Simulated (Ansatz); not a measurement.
# C₂F₃Si radical: one species, many methods

How much do the methods differ for C₂F₃Si radical? The plan is to run it at one geometry with functionals of several rungs and with coupled cluster, and see how far each lands from CCSD(T) at the basis-set limit for the atomisation energy.

The runs use Ansatz 0.2.0, Gaussian basis; functionals in def2-TZVPP, the program's frozen cores in correlated methods.

Levels to be run: LDA (SPW92), PBE-D4, revPBE-D4, BLYP-D4, r2SCAN-D4, B97M-V, PBE0-D4, B3LYP-D4, r2SCANh-D4, r2SCAN0-D4, HSE06-D4, BHLYP-D4, CAM-B3LYP-D4, LC-ωPBE, ωB97X-V, ωB97M-V, B2PLYP, PBE-QIDH; CCSD(T)/def2-SVP; CCSD(T)/def2-TZVPP; MP2/def2-QZVPP; extrapolation to the limit; RPA on PBE.

**1. The relaxed structure**

An earlier PBE0-D4 in a triple-zeta def2 set relaxation fixed the geometry.

SMILES `[C]#C[Si](F)(F)F`, 6 atoms, charge 0, spin multiplicity 2.

Atoms are counted from 1 here; the program's logs count them from 0.

Bond lengths: C1–C2 1.209 Å, C2–Si3 1.796 Å, Si3–F4 1.568 Å, Si3–F5 1.568 Å, Si3–F6 1.568 Å. Angles: C1–C2–Si3 180.0°, C2–Si3–F4 110.5°, C2–Si3–F5 110.4°, C2–Si3–F6 110.4°, F4–Si3–F5 108.5°, F4–Si3–F6 108.5°, F5–Si3–F6 108.5°.

**2. LDA**

This LDA is Slater exchange with PW92 correlation.

Contents of in.yaml:

```yaml
crystal:
  periodic: [false, false, false]
  atoms:
    - {symbol: C, position_ang: [-0.330211, -2.361230, 0.703187]}
    - {symbol: C, position_ang: [-0.165791, -1.214841, 0.356513]}
    - {symbol: Si, position_ang: [0.078615, 0.488438, -0.158641]}
    - {symbol: F, position_ang: [-1.011863, 0.906187, -1.204875]}
    - {symbol: F, position_ang: [1.491118, 0.664547, -0.815976]}
    - {symbol: F, position_ang: [-0.019769, 1.452899, 1.073593]}
basis:
  gaussian: {orbitals: def2-TZVPP}
magnetization: {spin_polarized: true, initial_magnetization: 1}
hamiltonian: {xc: lda}
output: {orbitals: {seedname: orbitals}}
```

Further steps of the session: PBE-D4 (GGA); revPBE-D4 (GGA); BLYP-D4 (GGA); r2SCAN-D4 (meta-GGA); B97M-V (meta-GGA); PBE0-D4 (hybrid); B3LYP-D4 (hybrid); r2SCANh-D4 (hybrid); r2SCAN0-D4 (hybrid); HSE06-D4 (hybrid); BHLYP-D4 (hybrid); CAM-B3LYP-D4 (range-separated); LC-ωPBE-D4 (range-separated); ωB97X-V (range-separated); ωB97M-V (range-separated); B2PLYP (double hybrid); PBE-QIDH (double hybrid); CCSD(T) in def2-SVP; CCSD(T) in def2-TZVPP; MP2 in def2-QZVPP; RPA on PBE orbitals.

Before running them: what should the planned runs give, taken together? Wanted: atomisation energy, CCSD(T)/CBS; farthest beyond LDA; mean size of error, GGA; mean size of error, meta-GGA; mean size of error, hybrid; mean size of error, range-separated; mean size of error, double hybrid; gap, smallest and largest; T1 diagnostic.

As calculated:

| quantity | value |
| --- | --- |
| atomisation energy, CCSD(T)/CBS | 2801.8 kJ/mol |
| functionals within 14.0 kJ/mol (0.5 %) | BLYP-D4, r2SCAN-D4, B97M-V, CAM-B3LYP-D4, LC-ωPBE |
| farthest beyond LDA | BHLYP-D4 (-171.2 kJ/mol) |
| mean size of error, GGA | 37.5 kJ/mol |
| mean size of error, meta-GGA | 11.0 kJ/mol |
| mean size of error, hybrid | 61.0 kJ/mol |
| mean size of error, range-separated | 18.4 kJ/mol |
| mean size of error, double hybrid | 35.3 kJ/mol |
| gap, smallest and largest | 0.84 eV (LDA (SPW92)), 9.59 eV (LC-ωPBE) |
| T1 diagnostic | 0.0378 |
| triples share of the correlation energy | 3.5 % |

**Reading.** The LDA atomisation energy is off by 457.0 kJ/mol (16 %): it overbinds. PBE-D4 misses by +74.2 kJ/mol. Double hybrids carry the basis error of their MP2 part in triple zeta, and no dispersion term here, so their miss is partly the set-up's. By mean error the best rung here is meta-GGA (11.0 kJ/mol) and the worst beyond LDA is hybrid (61.0 kJ/mol). The mean of the hybrids holds BHLYP, with half exact exchange. RPA and LDA stand outside this count. Misses under about 14.0 kJ/mol are within the doubt on the reference itself, which lacks core-valence correlation, relativity and higher excitations. Hartree-Fock recovers 73 % of the binding; the rest is correlation. CCSD(T) in def2-SVP is off by -232.6 kJ/mol, more than most functionals: a good method in a small basis is no reference. Orbital gaps span 0.8 to 9.6 eV; exact exchange widens them. The UHF reference is spin-contaminated (⟨S²⟩ = 1.18 against 0.75).
